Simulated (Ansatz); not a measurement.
# GeH₆S (built from SMILES S.[GeH4]): search for a transition state

Aim: find the saddle point of a four-centre ligand exchange that is to form Ge1–S7, H2–H6 and break Ge1–H2, H6–S7, prove it by its vibrations, and relax downhill on both sides to see what it joins.

Method: PBE0-D4, def2-SVP first, then def2-TZVP; program: Ansatz 0.2.0, Gaussian basis.

129 further runs of the same task are left out: 1 that didn't finish, 128 set aside as unsound or not needed.

## 1. The system as given

The guess: 8 atoms, charge 0, spin multiplicity 1.

Atoms are counted from 1 here; the program's logs count them from 0.

Bond lengths: Ge1–H3 1.501 Å, Ge1–H4 1.541 Å, Ge1–H5 1.497 Å, Ge1–S7 2.624 Å, S7–H8 1.328 Å. Angles: H3–Ge1–H4 106.7°, H3–Ge1–H5 120.8°, H3–Ge1–S7 110.6°, H4–Ge1–H5 107.3°, H4–Ge1–S7 98.7°, H5–Ge1–S7 110.4°, Ge1–S7–H8 91.5°.

As a file:

```
Ge   -0.8136   -0.3851   -0.0326
H     1.0628   -0.9754   -0.3852
H    -0.7825   -0.3625   -1.5336
H    -2.0928    0.3592    0.3952
H    -0.7836   -1.6816    0.7142
H     1.4619   -0.2083    0.0672
S     0.9612    1.2781    0.9521
H     0.9867    1.9757   -0.1772
```

Distances that are to change: Ge1–S7 2.62 Å, H2–H6 0.98 Å, Ge1–H2 2.00 Å, H6–S7 1.80 Å.

## 2. Constrained relaxation of the guess

The input, hold/in.yaml:

```yaml
crystal:
  periodic: [false, false, false]
  atoms:
    - {symbol: Ge, position_ang: [-0.813600, -0.385100, -0.032600]}
    - {symbol: H, position_ang: [1.062800, -0.975400, -0.385200]}
    - {symbol: H, position_ang: [-0.782500, -0.362500, -1.533600]}
    - {symbol: H, position_ang: [-2.092800, 0.359200, 0.395200]}
    - {symbol: H, position_ang: [-0.783600, -1.681600, 0.714200]}
    - {symbol: H, position_ang: [1.461900, -0.208300, 0.067200]}
    - {symbol: S, position_ang: [0.961200, 1.278100, 0.952100]}
    - {symbol: H, position_ang: [0.986700, 1.975700, -0.177200]}
basis:
  gaussian: {orbitals: def2-SVP}
hamiltonian: {xc: pbe0, dispersion: d4}
relax: {f_tol: 0.08, max_steps: 120, escape_saddle: false, constraints: [{distance: [0, 6]}, {distance: [1, 5]}, {distance: [0, 1]}, {distance: [5, 6]}]}
```

Run with:

```bash
$ ansatz run in.yaml --threads 2 --pin off --events-out ev --progress --plain --max-ram 4352MiB
```

After this run come: Force constants to start from; Saddle search in the small basis; Saddle search in triple zeta; Vibrations at the point found; Relaxing after a step of 0.30 Å one way along the mode; Relaxing after a step of 0.30 Å the other way along the mode.

Before running it: what results should come out? Wanted: imaginary mode; barrier from the start side; barrier from the end side; energy of the step; pairs that change; zero-point energy at the saddle.

**Answer**, as computed:

| quantity | value |
| --- | --- |
| imaginary mode | 1445i cm⁻¹ |
| barrier from the start side | 2.183 eV |
| barrier from the end side | 2.410 eV |
| energy of the step | -0.227 eV |
| pairs that change | Ge1–S7 formed, H2–H6 formed, Ge1–H2 broken, H6–S7 broken |
| zero-point energy at the saddle | 1.211 eV |

**Reading.** One imaginary mode, 1445i cm⁻¹, makes this a first-order saddle. Going downhill both ways gives the intended start and end. At PBE0-D4/def2-TZVP the electronic barrier is 2.183 eV, about 85 kT at 298 K, and the step runs 0.227 eV downhill. The barrier is thin enough for tunnelling; the leading (Wigner) term alone is a factor of 3.0 at 298 K. The ends are the nearest minima, not always the lowest complexes.
